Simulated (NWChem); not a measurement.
# One shape, several levels: singlet [GaH2O2]−

We compute a comparison of 4 runs (HF/3-21G, B3LYP/6-31G*, M06-2X/def2-SVPD) of singlet [GaH2O2]−. 

The calculation is run with NWChem 7.3.0.

4 further runs of the same task are left out: 1 that didn't finish, 3 set aside as unsound or not needed.

## (1) The structure to begin with

[GaH2O2]−: 5 atoms, total charge -1, spin state singlet. As SMILES of the parent species, `[OH][Ga][OH]`. The shape is that of a PBE0-D4/def2-TZVP optimisation. This is one conformer, not always the lowest. That shape belongs to the parent species and isn't relaxed for this state.

Bond lengths: O1–Ga2 1.804 Å, Ga2–O3 1.795 Å, O1–H4 0.960 Å, O3–H5 0.963 Å. Angles: O1–Ga2–O3 114.9°, Ga2–O1–H4 114.9°, Ga2–O3–H5 111.1°.

## (2) A single-point energy at HF/3-21G (run 1)

mol.nw

```
START mol
TITLE "GaH2O2"
memory 2200 mb
charge -1

GEOMETRY units angstroms noautosym nocenter noautoz
  O     -0.370600     0.021600    -1.274400
  Ga    -0.311700    -0.753800     0.353600
  O      0.618200     0.154900     1.591100
  H     -0.867400    -0.464600    -1.936500
  H      0.981500     0.968200     1.224700
END

BASIS spherical bse
  * library 3-21G
END

SCF
  nopen 0
  rhf
  thresh 1e-08
  maxiter 80
  print medium
END

TASK scf energy
```

On the command line:

```
nwchem mol.nw > mol.out
```

Log:

```text
[...]
  functions       =    44
[...]
  wavefunction    = RHF
[...]
         Total SCF energy =  -2063.943106563412
      One-electron energy =  -3259.195050617934
      Two-electron energy =   1012.820638724696
 Nuclear repulsion energy =    182.431305329826
        Time for solution =      2.4s
[...]
```

Wall time 3.3 s (1 thread of AMD EPYC 7R43 (Zen 3), shared host); peak memory 0.096 GiB.

## (3) A single-point energy at B3LYP/6-31G(d) (spherical functions) (run 2)

a.nw

```
start a
memory 2200 mb
charge -1
geometry units angstrom noautosym nocenter noautoz
O     -0.370600     0.021600    -1.274400
Ga    -0.311700    -0.753800     0.353600
O      0.618200     0.154900     1.591100
H     -0.867400    -0.464600    -1.936500
H      0.981500     0.968200     1.224700
end
basis spherical bse
* library 6-31G*
end
dft
xc b3lyp
grid xfine
convergence energy 1e-08
maxiter 100
mulliken
end
task dft energy
```

On the command line:

```
nwchem a.nw > a.out
```

Log:

```text
[...]
          Wavefunction type:  closed shell.
          No. of atoms     :     5
          No. of electrons :    50
[...]
          Charge           :    -1
          Spin multiplicity:     1
[...]
          AO basis - number of functions:    64
[...]
              XC Information
              --------------
                         B3LYP Method XC Potential
                     Hartree-Fock (Exact) Exchange  0.200
                        Slater Exchange Functional  0.800 local
                    Becke 1988 Exchange Functional  0.720 non-local
              Lee-Yang-Parr Correlation Functional  0.810
                  VWN I RPA Correlation Functional  0.190 local
[...]
 d= 0,ls=0.0,diis     1  -2075.8563947164 -2.26D+03  5.21D-02  1.02D+01     2.7
[...]
 d= 0,ls=0.0,diis    11  -2076.3244781994 -4.60D-10  2.88D-07  5.59D-10    20.6
         Total DFT energy =    -2076.324478199417
      One electron energy =    -3268.131177375534
           Coulomb energy =     1102.686205768669
    Exchange-Corr. energy =      -93.310811922378
 Nuclear repulsion energy =      182.431305329826
[...]
      Total Density - Mulliken Population Analysis
     ---------------------------------------------
    Atom       Charge   Shell Charges
 -----------   ------   -------------------------------------------------------
    1 O    8     8.77   2.00  0.90  2.90  0.96  1.99  0.02
    2 Ga  31    31.20   2.00  2.00  6.00  2.00  5.99  1.18  0.90  0.74  0.26  6.81  2.94  0.37
    3 O    8     8.74   2.00  0.91  2.88  0.96  1.97  0.02
    4 H    1     0.64   0.49  0.15
    5 H    1     0.66   0.49  0.17
[...]
```

Wall time 21 s (1 thread of AMD EPYC 7R43 (Zen 3), shared host); peak memory 0.12 GiB.

Run 3 isn't shown in full; the table further down has it.

## (4) A single-point energy at M06-2X/def2-SVPD (run 4)

run.py

```python
from ase import Atoms
from ase.calculators.nwchem import NWChem

atoms = Atoms(['O', 'Ga', 'O', 'H', 'H'], positions=[
    [-0.370600, 0.021600, -1.274400],
    [-0.311700, -0.753800, 0.353600],
    [0.618200, 0.154900, 1.591100],
    [-0.867400, -0.464600, -1.936500],
    [0.981500, 0.968200, 1.224700],
])

calc = NWChem(
    label='a',
    theory='dft',
    memory='2200 mb',
    basis='def2-SVPD',
    basispar='spherical bse',
    charge=-1,
    dft={'xc': 'm06-2x', 'mult': '1', 'grid': 'fine', 'convergence': 'energy 1e-08', 'iterations': '100', 'mulliken': None},
    task='energy',
)
atoms.calc = calc

e = atoms.get_potential_energy()
print(f"E = {e:.6f} eV")
print("dipole (e A):", atoms.get_dipole_moment().round(4))
```

On the command line:

```
export ASE_NWCHEM_COMMAND="nwchem PREFIX.nwi > PREFIX.nwo"
python run.py
```

Log:

```text
E = -56495.555910 eV
dipole (e A): [ 0.2789  0.8104 -0.5618]
```

The calculator wrote a.nwi:

```
title "a"

permanent_dir a

scratch_dir a

start a

geometry units angstrom nocenter noautosym noautoz
  O  -3.7059999999999998e-01 2.1600000000000001e-02 -1.2744000000000000e+00
  Ga -3.1169999999999998e-01 -7.5380000000000003e-01 3.5360000000000003e-01
  O  6.1819999999999997e-01 1.5490000000000001e-01 1.5911000000000000e+00
  H  -8.6739999999999995e-01 -4.6460000000000001e-01 -1.9365000000000001e+00
  H  9.8150000000000004e-01 9.6819999999999995e-01 1.2246999999999999e+00
end

charge -1

memory 2200 mb

basis spherical bse noprint
   * library def2-SVPD
end

dft
  xc m06-2x
  mult 1
  grid fine
  convergence energy 1e-08
  iterations 100
  mulliken
end

task dft energy
```

a.nwo:

```text
Northwest Computational Chemistry Package (NWChem) 7.3.0
             --------------------------------------------------------

           Job information
           ---------------

    nwchem branch   = 7.3.0
    use scalapack   = T
    input           = a.nwi
    prefix          = a.
    data base       = a/a.db
    status          = startup
    nproc           =        1

           Memory information
           ------------------

[... 5 lines left out ...]
    hardfail = no
[... 112 lines left out ...]
          Convergence on energy requested:  1.00D-08
[... 24 lines left out ...]
          Convergence Information
[... 32 lines left out ...]
 1-e energy   =   -3321.184081
[... 42 lines left out ...]
      One electron energy =    -3267.891029129361
[... 8 lines left out ...]
                       DFT Final Molecular Orbital Analysis
[... 740 lines left out ...]
     Multipole analysis of the density
     ---------------------------------

     L   x y z        total         alpha         beta         nuclear
     -   - - -        -----         -----         ----         -------
     0   0 0 0     -1.000000    -25.000000    -25.000000     49.000000

     1   1 0 0      0.526974      7.414021      7.414021    -14.301068
[... 8 lines of this table left out ...]
     2   0 0 2    -32.055015    -91.683184    -91.683184    151.311354

 Task  times  cpu:       34.4s     wall:       34.4s
 Total times  cpu:       34.5s     wall:       34.5s
```

It took 36 s on 1 thread of AMD EPYC 7R43 (Zen 3), shared host; peak memory 0.11 GiB.

## (5) Overview of the runs

```tsv
run	level	iteration cap	module	energy (Eh)	HOMO energy (eV)	LUMO energy (eV)	HOMO–LUMO gap (eV)	wall time
1	HF/3-21G	80	scf	-2063.943107	-0.63	7.69	8.32	3.3 s
2	B3LYP/6-31G* (spherical functions)	100	dft	-2076.324478	1.00	4.95	3.94	21 s
3	B3LYP/6-31G* (Cartesian functions)	100	dft	-2076.333446	0.96	4.91	3.95	22 s
4	M06-2X/def2-SVPD	100	dft	-2076.173403	-0.48	4.89	5.37	36 s
```

## (6) Summary of results

```
                                                    quantity           value
                                         run 4: total energy  -2076.17340 Eh
                                          run 4: HOMO energy        -0.48 eV
                                          run 4: LUMO energy         4.89 eV
run 4: HOMO–LUMO gap (to an unbound level, set by the basis)         5.37 eV
```

In words: The HOMO–LUMO gap runs from 3.94 eV (B3LYP/6-31G*) to 8.32 eV (HF/3-21G). The two ends differ in method and basis. The empty levels of an anion lie above zero and hang on the basis. Totals of different functionals can't be ranked against each other. In runs 2, 3 the HOMO lies above zero, so the outermost electron may be held by the basis alone. All runs together took 83 s, the longest 36 s.
